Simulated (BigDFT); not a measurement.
Runs of BigDFT 1.9.6 on Cl2Mg. The cell holds a molecule in a box, 3 atoms: a = 10.000 Å, b = 14.000 Å, c = 10.000 Å, α = 90.00°, β = 90.00°, γ = 90.00°. 

```tsv
cell	solvent permittivity	electric field	gap on the mesh (eV)	largest force (eV/Å)
P1, 466.67 Å³/atom	78.36	-	6.54	2.68
P1, 340.2 Å³/atom	-	-	(a)	4.43
P1, 466.67 Å³/atom	2.27	-	5.68	(b)
P1, 466.67 Å³/atom	-	-0.01 Ha/(e bohr) along x	5.01	0.51
P1, 621.13 Å³/atom	-	-	4.23	1.74
P1, 466.67 Å³/atom	-	0.01 Ha/(e bohr) along x	5.01	0.51
P1, 555.81 Å³/atom	-	-	4.65	1.21
P1, 466.67 Å³/atom	24.9	-	6.42	2.11
P1, 466.67 Å³/atom	8.93	-	6.21	1.54
P1, 387.61 Å³/atom	-	-	5.82	2.27
P1, 466.67 Å³/atom	-	-	5.26	0.10
P1, 466.67 Å³/atom	-	0.005 Ha/(e bohr) along x	5.18	(c)
```

Alike in all rows: task single point; level PBE; potentials or basis GTH-PBE (Cl q7, Mg q2); no spin polarisation; smearing fixed; grid spacing 0.48 bohr.

Task: Estimate the missing entries.

Result: (a) 6.15; (b) 0.63; (c) 0.25.

Caveats: boundaries are free: the box only frames the coordinates, and the band gap is the HOMO-LUMO gap; the molecule sits in an implicit solvent (some runs); an electric field is on (some runs).

